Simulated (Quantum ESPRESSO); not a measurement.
# V (Fmmm) in Quantum ESPRESSO: further runs

One crystal, V, is run at these levels: PBEsol; tasks: single point.

Everything below comes from runs of Quantum ESPRESSO 7.5. Logs are shortened: lines on timing, memory, paths and dates and some standing lists are left out, and cuts for length are marked.

## (1) The structure

The structure is orthorhombic, space group Fmmm (No. 69). The conventional cell has a = 2.959 Å, b = 4.163 Å, c = 4.205 Å, α = 90.00°, β = 90.00°, γ = 90.00°. V (site symmetry mmm) has 8 V at 2.55 to 2.57 Å as nearest neighbours.

The cell was built by a generator and needn't be a form met in nature.

## (2) Single point, PBEsol

The input, pw.in:

```
&CONTROL
  calculation = 'scf'
  prefix = 'pwscf'
  outdir = './tmp'
  pseudo_dir = './pseudo'
  tprnfor = .true.
  tstress = .true.
  disk_io = 'nowf'
  forc_conv_thr = 0.0001
/
&SYSTEM
  ibrav = 0
  nat = 1
  ntyp = 1
  ecutwfc = 56
  ecutrho = 450
  nbnd = 12
  occupations = 'smearing'
  smearing = 'mp'
  degauss = 0.01469973
/
&ELECTRONS
  conv_thr = 2d-10
  electron_maxstep = 120
  mixing_beta = 0.5
/
ATOMIC_SPECIES
V     50.9415 v_pbesol_v1.4.uspp.F.UPF
CELL_PARAMETERS angstrom
  -1.4792870000    1.4718905650    1.4718905650
   1.4792870000   -1.4866834350    1.4866834350
   1.4792870000    1.4866834350   -1.4866834350
ATOMIC_POSITIONS crystal
V      0.0000000000    0.0000000000    0.0000000000
K_POINTS automatic
32 32 32 0 0 0
```

Potentials or basis: GBRV 1.5 PBEsol.

Command:

```console
$ OMP_NUM_THREADS=1 mpirun -n 4 pw.x -nk 4 -in pw.in > pw.out
```

pw.out:

```text
This program is part of the open-source Quantum ESPRESSO suite
     for quantum simulation of materials; please cite
[... 6 lines left out ...]
     using ibrav=0 with symmetry is DISCOURAGED, use correct ibrav instead

     K-points division:     npool     =       4
     Subspace diagonalization in iterative solution of the eigenvalue problem:
     a serial algorithm will be used

     G-vector sticks info
     --------------------
     sticks:   dense  smooth     PW     G-vecs:    dense   smooth      PW
     Sum         797     397    159                14095     4953    1245

     Using Slab Decomposition

     bravais-lattice index     =            0
     lattice parameter (alat)  =       4.8257  a.u.
     unit-cell volume          =      87.3782 (a.u.)^3
     number of atoms/cell      =            1
     number of atomic types    =            1
     number of electrons       =        13.00
     number of Kohn-Sham states=           12
     kinetic-energy cutoff     =      56.0000  Ry
     charge density cutoff     =     450.0000  Ry
     scf convergence threshold =      2.0E-10
     mixing beta               =       0.5000
     number of iterations used =            8  plain     mixing
     Exchange-correlation= SLA  PW   PSX  PSC
                           (   1   4  10   8   0   0   0)

     celldm(1)=   4.825731  celldm(2)=   0.000000  celldm(3)=   0.000000
     celldm(4)=   0.000000  celldm(5)=   0.000000  celldm(6)=   0.000000

     crystal axes: (cart. coord. in units of alat)
               a(1) = (  -0.579280   0.576383   0.576383 )
               a(2) = (   0.579280  -0.582176   0.582176 )
               a(3) = (   0.579280   0.582176  -0.582176 )

     reciprocal axes: (cart. coord. in units 2 pi/alat)
               b(1) = (  0.000000  0.867478  0.867478 )
               b(2) = (  0.863141  0.004316  0.863163 )
               b(3) = (  0.863141  0.863163  0.004316 )

     PseudoPot. # 1 for V  read from file:
     v_pbesol_v1.4.uspp.F.UPF
     Pseudo is Ultrasoft + core correction, Zval = 13.0
     Generated by new atomic code, or converted to UPF format
     Using radial grid of  853 points,  6 beta functions with:
                l(1) =   0
                l(2) =   0
                l(3) =   1
                l(4) =   1
                l(5) =   2
                l(6) =   2
     Q(r) pseudized with  8 coefficients,  rinner =    1.100   1.100   1.100
                                                       1.100   1.100

     atomic species   valence    mass     pseudopotential
     V                13.00    50.94150     V ( 1.00)

      8 Sym. Ops., with inversion, found

   Cartesian axes

     site n.     atom                  positions (alat units)
         1        V      tau(   1) = (   0.0000000   0.0000000   0.0000000  )

     number of k points=  4505  Methfessel-Paxton smearing, width (Ry)=  0.0147

     Number of k-points >= 100: set verbosity='high' to print them.

     Dense  grid:    14095 G-vectors     FFT dimensions: (  36,  36,  36)

     Smooth grid:     4953 G-vectors     FFT dimensions: (  24,  24,  24)

     Check: negative core charge=   -0.000009

     Initial potential from superposition of free atoms

     starting charge      12.9989, renormalised to      13.0000

     negative rho (up, down):  3.540E-04 0.000E+00
     Starting wfcs are   10 randomized atomic wfcs +    2 random wfcs

     Self-consistent Calculation

     iteration #  1     ecut=    56.00 Ry     beta= 0.50
     Davidson diagonalization with overlap
     ethr =  1.00E-02,  avg # of iterations =  3.3

     Threshold (ethr) on eigenvalues was too large:
     Diagonalizing with lowered threshold

     Davidson diagonalization with overlap
     ethr =  5.80E-04,  avg # of iterations =  1.0

     negative rho (up, down):  4.431E-04 0.000E+00

     total energy              =    -144.95730651 Ry
     estimated scf accuracy    <       0.07769091 Ry

     iteration #  2     ecut=    56.00 Ry     beta= 0.50
     Davidson diagonalization with overlap
     ethr =  5.98E-04,  avg # of iterations =  2.0

     negative rho (up, down):  4.336E-04 0.000E+00

     total energy              =    -144.97998858 Ry
     estimated scf accuracy    <       0.01254806 Ry

     iteration #  3     ecut=    56.00 Ry     beta= 0.50
     Davidson diagonalization with overlap
     ethr =  9.65E-05,  avg # of iterations =  2.0

     negative rho (up, down):  4.478E-04 0.000E+00

     total energy              =    -144.98238448 Ry
     estimated scf accuracy    <       0.00020307 Ry

     iteration #  4     ecut=    56.00 Ry     beta= 0.50
     Davidson diagonalization with overlap
     ethr =  1.56E-06,  avg # of iterations =  2.6

     negative rho (up, down):  4.488E-04 0.000E+00

     total energy              =    -144.98239485 Ry
     estimated scf accuracy    <       0.00000222 Ry

     iteration #  5     ecut=    56.00 Ry     beta= 0.50
     Davidson diagonalization with overlap
     ethr =  1.71E-08,  avg # of iterations =  2.0

     negative rho (up, down):  4.496E-04 0.000E+00

     total energy              =    -144.98239515 Ry
     estimated scf accuracy    <       0.00000018 Ry

     iteration #  6     ecut=    56.00 Ry     beta= 0.50
     Davidson diagonalization with overlap
     ethr =  1.36E-09,  avg # of iterations =  1.8

     negative rho (up, down):  4.496E-04 0.000E+00

     total energy              =    -144.98239516 Ry
     estimated scf accuracy    <          1.1E-09 Ry

     iteration #  7     ecut=    56.00 Ry     beta= 0.50
     Davidson diagonalization with overlap
     ethr =  8.31E-12,  avg # of iterations =  2.0

     negative rho (up, down):  4.496E-04 0.000E+00

     End of self-consistent calculation

     Number of k-points >= 100: set verbosity='high' to print the bands.

     the Fermi energy is    17.2239 ev

!    total energy              =    -144.98239516 Ry
     estimated scf accuracy    <          1.9E-10 Ry
     smearing contrib. (-TS)   =      -0.00002603 Ry
     internal energy E=F+TS    =    -144.98236913 Ry

     The total energy is F=E-TS. E is the sum of the following terms:
     one-electron contribution =     -43.97891027 Ry
     hartree contribution      =      28.48229286 Ry
     xc contribution           =     -19.48022470 Ry
     ewald contribution        =    -110.00552703 Ry

     convergence has been achieved in   7 iterations

     negative rho (up, down):  4.496E-04 0.000E+00

     Forces acting on atoms (cartesian axes, Ry/au):

     atom    1 type  1   force =     0.00000000    0.00000000    0.00000000

     Total force =     0.000000     Total SCF correction =     0.000000

     Computing stress (Cartesian axis) and pressure

     negative rho (up, down):  4.496E-04 0.000E+00
          total   stress  (Ry/bohr**3)                   (kbar)     P=       -2.72
  -0.00001782  -0.00000000  -0.00000000           -2.62       -0.00       -0.00
  -0.00000000  -0.00001884   0.00001427           -0.00       -2.77        2.10
  -0.00000000   0.00001427  -0.00001884           -0.00        2.10       -2.77

=------------------------------------------------------------------------------=
   JOB DONE.
=------------------------------------------------------------------------------=
```

Wall time 52 s (4 MPI ranks of Intel Xeon 6975P-C (Granite Rapids), shared host); peak memory 0.76 GiB.

What came out:

| Item | Value |
| --- | --- |
| Free energy | -1972.5860 eV |
| Pressure | -0.3 GPa |
| Band gap on the k mesh | none (metal or under the smearing width) |

## (3) Single point, PBEsol

pw.in: that of step 2 with these lines changed.

```diff
@@ -29,5 +29,5 @@
 CELL_PARAMETERS angstrom
-  -1.4792870000    1.4718905650    1.4718905650
-   1.4792870000   -1.4866834350    1.4866834350
-   1.4792870000    1.4866834350   -1.4866834350
+  -1.4718905650    1.4792870000    1.4718905650
+   1.4866834350   -1.4792870000    1.4866834350
+   1.4718905650    1.4792870000   -1.4718905650
 ATOMIC_POSITIONS crystal
```

Potentials or basis: GBRV 1.5 PBEsol.

Command:

```console
$ OMP_NUM_THREADS=1 mpirun -n 4 pw.x -nk 4 -in pw.in > pw.out
```

It took 53 s on 4 MPI ranks of Intel Xeon 6975P-C (Granite Rapids), shared host; peak memory 0.76 GiB.

Results (log left out):

```
Free energy            : -1972.5860 eV
Pressure               : -0.3 GPa
Band gap on the k mesh : none (metal or under the smearing width)
```

Stress tensor (GPa, compression positive):
```
-0.28  0.00 -0.21
 0.00 -0.26  0.00
-0.21  0.00 -0.28
```

Levels at points of the mesh, in eV from the Fermi level:
```
              k point  band 4  band 5  band 6  band 7  band 8  band 9  band 10  band 11
   (0.00, 0.00, 0.00)  -36.74   -6.69    0.37    0.42    0.48    2.53     2.53    20.75
  (0.00, 0.00, -0.50)  -36.76   -3.33   -1.21    1.79    2.55    2.92     4.37    10.67
  (0.00, -0.50, 0.00)  -36.75   -3.33   -1.23    1.70    2.58    2.96     4.34    10.57
 (-0.50, 0.00, -0.50)  -36.77   -3.33   -1.19    1.88    2.52    2.88     4.41    10.76
(-0.50, -0.50, -0.50)  -37.44   -3.20   -3.20    3.89    3.95    4.01    10.52    10.55
```

## (4) Single point, PBEsol

pw.in: that of step 3 with these lines changed.

```diff
@@ -29,5 +29,5 @@
 CELL_PARAMETERS angstrom
-  -1.4718905650    1.4792870000    1.4718905650
-   1.4866834350   -1.4792870000    1.4866834350
-   1.4718905650    1.4792870000   -1.4718905650
+  -1.4866834350    1.4792870000    1.4866834350
+   1.4718905650   -1.4792870000    1.4718905650
+   1.4866834350    1.4792870000   -1.4866834350
 ATOMIC_POSITIONS crystal
```

Command:

```console
$ OMP_NUM_THREADS=1 mpirun -n 4 pw.x -nk 4 -in pw.in > pw.out
```

Run time: 52 s. Hardware: 4 MPI ranks of Intel Xeon 6975P-C (Granite Rapids), shared host; peak memory 0.76 GiB.

It converged, with:

```yaml
Free_energy: -1972.5860 eV
Pressure: -0.3 GPa
Band_gap_on_the_k_mesh: none (metal or under the smearing width)
```

Stress tensor (GPa, compression positive):
```
-0.28  0.00  0.21
 0.00 -0.26  0.00
 0.21  0.00 -0.28
```

Levels at points of the mesh, in eV from the Fermi level:
```csv
k point,band 3,band 4,band 5,band 6,band 7,band 8,band 9,band 10,band 11,band 12
"(0.00, 0.00, 0.00)",-36.75,-36.74,-6.69,0.37,0.42,0.48,2.53,2.53,20.75,20.88
"(0.00, 0.00, -0.50)",-37.08,-36.76,-3.33,-1.21,1.79,2.55,2.92,4.37,10.67,16.21
"(0.00, -0.50, 0.00)",-37.09,-36.77,-3.33,-1.19,1.88,2.52,2.88,4.41,10.76,16.12
"(-0.50, 0.00, -0.50)",-37.06,-36.75,-3.33,-1.23,1.70,2.58,2.96,4.34,10.57,16.30
"(-0.50, -0.50, -0.50)",-37.46,-37.44,-3.20,-3.20,3.89,3.95,4.01,10.52,10.55,10.59
```
